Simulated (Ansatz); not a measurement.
# Be2Si (Fm-3m) in Ansatz: convergence with k mesh

Aim: find how far k mesh must go before the results for Be2Si settle, at PBE. This setting moves, with any that are tied to it; all else stays.

All numbers are computed with Ansatz 0.2.0; they aren't measurements. Logs are shortened: lines on timing, memory, paths and dates and some standing lists are left out, and cuts for length are marked.

## (1) Starting point

Symmetry: Fm-3m, No. 225, cubic system. The conventional cell has a = 5.280 Å, b = 5.280 Å, c = 5.280 Å, α = 90.00°, β = 90.00°, γ = 90.00°. Around Si (site symmetry m-3m) lie 8 Be at 2.29 Å. Be (site symmetry -43m) has 4 Si at 2.29 Å as nearest neighbours.

The cell comes from a database or a generator and needn't be the stable form of this composition.

## (2) With k mesh 3 × 3 × 3

input.yaml

```yaml
crystal:
  lattice:
    - [0.0, 2.64, 2.64]
    - [2.64, 0.0, 2.64]
    - [2.64, 2.64, 0.0]
  atoms:
    - { symbol: Si, position: [0.0, 0.0, 0.0] }
    - { symbol: Be, position: [0.25, 0.25, 0.25] }
    - { symbol: Be, position: [0.75, 0.75, 0.75] }
hamiltonian:
  xc: pbe
  pseudopotentials: { kind: paw }
kpoints:
  mp_grid: { grid: [3, 3, 3] }
scf:
  occupations: { method: fermi_dirac, width: 0.1 }
output:
  forces: true
  stress: true
  eigenvalues: true
```

Potentials or basis: Ansatz PAW.

The run is started by

```sh
$ ansatz run input.yaml --threads 2 --pin off --max-ram 5632MiB --backend cpu --events-out ev --progress --plain --runs-dir out
```

The log of the run:

```text
Warning: RAYON_NUM_THREADS=2 ignored (pool sized by the plan → 2); use --threads N
Engine: ansatz 0.2.0, aarch64-unknown-linux-gnu
Pseudopotentials: kind: paw
Pseudopotential: Si, paw, valence charge 4, recommended cutoff 420 eV (normal), Si.paw.azcp
Pseudopotential: Be, paw, valence charge 2, recommended cutoff 420 eV (normal), Be.paw.azcp
Functional definition: PBE
  parameter kappa = 0.804
  parameter beta = 0.06672455060314922
  exchange = pbe_x(kappa = kappa, mu = beta*pi^2/3)
  correlation = pbe_c(beta = beta)
Crystal: 3 atoms, lattice volume = 36.799 Å³
Basis set: ecut = 420 eV, 725 PW (Γ), exchange–correlation on 50×50×50 points (8 copies of the dense FFT grid, shifted against one another)
Bands: 8, of which v1, the nominal top of the filled ones, is band 4 counted from 1 (3 counted from 0)
Symmetry: 48 space group operations
Space group: Fm-3m (ITA 225), of the structure as read, at distance tolerance 3.3e-5 Å
k-points: 4 of 27
Non-local potential: Si, projectors of the file, l = 0: 2, l = 1: 2, l = 2: 2
Non-local potential: Be, projectors of the file, l = 0: 2, l = 1: 2, l = 2: 1
PAW form: soft (Blöchl's): semilocal exchange-correlation on the pseudo side does not see the compensation charge
PAW one-centre angular grid: Si, 110 points (default); XC on 64 Gauss nodes
PAW one-centre angular grid: Be, 110 points (default); XC on 64 Gauss nodes
Initial density: superposition of atomic densities (neutral atoms: chi_scale 0, normalization atom), corrected by the library's trained network
Initial wavefunctions: pseudopotential atomic-orbital guess
Functional: x = pbe(κ = 0.804, μ = 0.2195149727645171), c = pbe(β = 0.06672455060314922)
SCF iter   1: F=—  HF=-820.040210 eV  |F-HF|=—  |Δ(HF+E_count)|=         —  Δρ=2.21e-3  dr2=2.17e-3  ethr=1.77e-3  ⟨swp⟩=5.8  Hψ=256  notcnv=0
preconditioner: auto → none  [insulator: Δε(μ)=1.097 eV  Ē_g=8.974 eV  σ=0.100 eV  W_gap=0.50  n_scr=8 (ndim 8)  ℏωp=17.3 eV  f_vac=0.000  D(μ)=1.13/eV (n_scr^D=8)  ε∞_Penn≈4.7]
SCF iter   2: F=—  HF=-820.039713 eV  |F-HF|=—  |Δ(HF+E_count)|=   4.96e-4  Δρ=9.04e-4  dr2=3.28e-4  ethr=2.71e-5  ⟨swp⟩=1.2  Hψ=65  notcnv=0
SCF iter   3: F=—  HF=-820.039676 eV  |F-HF|=—  |Δ(HF+E_count)|=   3.77e-5  Δρ=1.35e-4  dr2=5.61e-6  ethr=4.10e-6  ⟨swp⟩=2.0  Hψ=42  notcnv=0
SCF iter   4: F=—  HF=-820.039701 eV  |F-HF|=—  |Δ(HF+E_count)|=   2.52e-5  Δρ=1.93e-5  dr2=7.29e-8  ethr=7.01e-8  ⟨swp⟩=2.2  Hψ=44  notcnv=0
iter 5 did not close the SCF: its close was put off for the readings that it lacked (scf_convergence_deferred on its scf_iter line)
SCF iter   5: F=-820.039701 eV  HF=-820.039701 eV  |F-HF|=2.84e-10  |Δ(HF+E_count)|=   2.56e-7  Δρ=1.63e-6  dr2=1.69e-9  ethr=9.11e-10  ⟨swp⟩=2.0  Hψ=47  notcnv=0
SCF iter   6: F=-820.039701 eV  HF=-820.039701 eV  |F-HF|=1.44e-11  |Δ(HF+E_count)|=  6.25e-10  Δρ=3.05e-7  dr2=5.36e-11  ethr=2.12e-11  ⟨swp⟩=1.8  Hψ=103  notcnv=0
SCF 1 converged in 6 iterations: F = -820.039701 eV  dr2 = 5.36e-11
SCF converged after 6 iterations
Free energy (F): -820.039701 eV
Harris-Foulkes:  -820.039701 eV  (|F-HF|=1.44e-11)
Internal energy: -820.007631 eV  (E = F + TS)
E sigma→0 (E₀):  -820.023666 eV
Entropy (-TS):   -0.032070 eV (-10.690 meV/atom)
Fermi energy:    7.317487 eV
--- Per-component energies (eV) ---
  E_band       = 17.011535
  E_kinetic    = 80.810963
  E_local      = -19.935735  (includes V_loc(G=0)·N_el)
  E_nonlocal   = 35.010024
  E_hartree    = 6.889733
  E_xc         = -93.732573
  E_vxc        = -87.132613  (∫ρ·V_xc dr)
  E_paw        = -632.123299  (= ΣΔE_a)
  E_vpaw       = -5.520554  (= ΣTr[D̂ρ^β])
  E_aug_tail   = 0.000004  (compensation charges beyond the density's cutoff)
  E_ewald      = -196.926748
  E_smearing   = -0.032070  (= −TS)
  E_closure    = 0.000000  (closes the sum)
  Σ components = -820.039701   (vs F -820.039701, Δ=0.00e0)
--- Forces (eV/Å), atoms counted from 1 ---
  atom   1  Si    -0.00000000     0.00000000     0.00000000
  atom   2  Be     0.00000000     0.00000000    -0.00000000
  atom   3  Be    -0.00000000     0.00000000    -0.00000000
  max |Σ_I F_I| component: 3.93e-17 eV/Å
--- Stress (GPa, compression-positive) ---
        1.591703      -0.000000       0.000000
        0.000000       1.591703      -0.000000
        0.000000       0.000000       1.591703
  P = ⅓ Tr σ = 1.5917 GPa (15.917 kbar)
--- Band table (eV) ---
  k-point 0: bands = ["-4.6497", "7.8115", "7.8115", "7.8115", "8.2066", "8.2066", "8.2066", "13.4863"]
  k-point 1: bands = ["-3.2627", "1.7813", "6.2122", "6.2122", "9.0319", "9.0319", "9.9380", "13.8189"]
  k-point 2: bands = ["-2.7890", "3.1736", "4.0331", "4.0331", "7.3192", "8.5090", "13.5335", "13.5335"]
  k-point 3: bands = ["-1.4813", "1.3609", "1.7870", "4.5071", "8.1166", "12.0339", "12.9648", "13.7886"]
```

Wall time 0.24 s (2 threads of Arm Neoverse V2, shared host); peak memory 0.24 GiB.

What came out:

```
Free energy            : -820.0397 eV
Pressure               : 1.6 GPa
Band gap on the k mesh : none (metal or under the smearing width)
```

## (3) With k mesh 4 × 4 × 4

input.yaml, as its differences from that of step 2:

```diff
@@ -13,3 +13,3 @@
 kpoints:
-  mp_grid: { grid: [3, 3, 3] }
+  mp_grid: { grid: [4, 4, 4] }
 scf:
```

Potentials or basis: Ansatz PAW.

The run is started by

```sh
$ ansatz run input.yaml --threads 2 --pin off --max-ram 5632MiB --backend cpu --events-out ev --progress --plain --runs-dir out
```

It took 0.28 s on 2 threads of Arm Neoverse V2, shared host; peak memory 0.25 GiB.

Results:

```
Free energy            : -820.4724 eV
Pressure               : 0.3 GPa
Band gap on the k mesh : none (metal or under the smearing width)
```

## (4) With k mesh 5 × 5 × 5

input.yaml, as its differences from that of step 3:

```diff
@@ -13,3 +13,3 @@
 kpoints:
-  mp_grid: { grid: [4, 4, 4] }
+  mp_grid: { grid: [5, 5, 5] }
 scf:
```

The run is started by

```sh
$ ansatz run input.yaml --threads 2 --pin off --max-ram 5632MiB --backend cpu --events-out ev --progress --plain --runs-dir out
```

It took 0.3 s on 2 threads of Arm Neoverse V2, shared host; peak memory 0.24 GiB.

Results:

```
Free energy            : -820.5798 eV
Pressure               : 0.1 GPa
Band gap on the k mesh : none (metal or under the smearing width)
```

## (5) With k mesh 6 × 6 × 6

input.yaml, as its differences from that of step 4:

```diff
@@ -13,3 +13,3 @@
 kpoints:
-  mp_grid: { grid: [5, 5, 5] }
+  mp_grid: { grid: [6, 6, 6] }
 scf:
```

The run is started by

```sh
$ ansatz run input.yaml --threads 2 --pin off --max-ram 5632MiB --backend cpu --events-out ev --progress --plain --runs-dir out
```

Wall time 0.34 s (2 threads of Arm Neoverse V2, shared host); peak memory 0.25 GiB.

Results:

```
Free energy            : -820.6092 eV
Pressure               : 0.2 GPa
Band gap on the k mesh : none (metal or under the smearing width)
```

## (6) With k mesh 8 × 8 × 8

input.yaml, as its differences from that of step 5:

```diff
@@ -13,3 +13,3 @@
 kpoints:
-  mp_grid: { grid: [6, 6, 6] }
+  mp_grid: { grid: [8, 8, 8] }
 scf:
```

Potentials or basis: Ansatz PAW.

The run is started by

```sh
$ ansatz run input.yaml --threads 2 --pin off --max-ram 5632MiB --backend cpu --events-out ev --progress --plain --runs-dir out
```

Run time: 0.43 s. Hardware: 2 threads of Arm Neoverse V2, shared host; peak memory 0.26 GiB.

The run converged. Its results:

| Item | Value |
| --- | --- |
| Free energy | -820.6294 eV |
| Pressure | 0.2 GPa |
| Band gap on the k mesh | none (metal or under the smearing width) |

## (7) With k mesh 10 × 10 × 10

input.yaml, as its differences from that of step 6:

```diff
@@ -13,3 +13,3 @@
 kpoints:
-  mp_grid: { grid: [8, 8, 8] }
+  mp_grid: { grid: [10, 10, 10] }
 scf:
```

The run is started by

```sh
$ ansatz run input.yaml --threads 2 --pin off --max-ram 5632MiB --backend cpu --events-out ev --progress --plain --runs-dir out
```

It took 0.59 s on 2 threads of Arm Neoverse V2, shared host; peak memory 0.27 GiB.

It converged, with:

* Free energy: -820.6299 eV
* Pressure: 0.2 GPa
* Band gap on the k mesh: none (metal or under the smearing width)

## (8) With k mesh 12 × 12 × 12

input.yaml, as its differences from that of step 7:

```diff
@@ -13,3 +13,3 @@
 kpoints:
-  mp_grid: { grid: [10, 10, 10] }
+  mp_grid: { grid: [12, 12, 12] }
 scf:
```

The run is started by

```sh
$ ansatz run input.yaml --threads 2 --pin off --max-ram 5632MiB --backend cpu --events-out ev --progress --plain --runs-dir out
```

Run time: 0.8 s. Hardware: 2 threads of Arm Neoverse V2, shared host; peak memory 0.29 GiB.

The run converged. Its results:

```yaml
Free_energy: -820.6285 eV
Pressure: 0.2 GPa
Band_gap_on_the_k_mesh: none (metal or under the smearing width)
```

## (9) With k mesh 14 × 14 × 14

input.yaml, as its differences from that of step 8:

```diff
@@ -13,3 +13,3 @@
 kpoints:
-  mp_grid: { grid: [12, 12, 12] }
+  mp_grid: { grid: [14, 14, 14] }
 scf:
```

Potentials or basis: Ansatz PAW.

The run is started by

```sh
$ ansatz run input.yaml --threads 2 --pin off --max-ram 5632MiB --backend cpu --events-out ev --progress --plain --runs-dir out
```

Run time: 1.1 s. Hardware: 2 threads of Arm Neoverse V2, shared host; peak memory 0.3 GiB.

It converged, with:

| Quantity | Value |
| --- | --- |
| Free energy | -820.6279 eV |
| Pressure | 0.2 GPa |
| Band gap on the k mesh | none (metal or under the smearing width) |

## (10) Result

```
      k mesh  energy less the tightest run, at zero smearing (meV/atom)  pressure (GPa)  SCF cycles  CPU time (s)  peak memory (GiB)
   3 × 3 × 3                                                     199.06            1.59           6          0.38               0.24
   4 × 4 × 4                                                      51.85            0.33           6          0.45               0.25
   5 × 5 × 5                                                      15.38            0.12           6          0.48               0.24
   6 × 6 × 6                                                       6.06            0.16           7          0.57               0.25
   8 × 8 × 8                                                      -0.63            0.17           6          0.75               0.26
10 × 10 × 10                                                      -0.88            0.17           6           1.1               0.27
12 × 12 × 12                                                      -0.28            0.19           6           1.5               0.29
14 × 14 × 14                                                       0.00            0.20           6             2                0.3
```

Against the tightest run, the energy stays within 1 meV/atom from 8 × 8 × 8 on; the pressure stays within 0.1 GPa from 5 × 5 × 5 on. Meshes of other sizes hit other points, so gaps and Fermi surfaces needn't settle smoothly. The tightest run that finished is the yardstick and may itself not be fully converged.
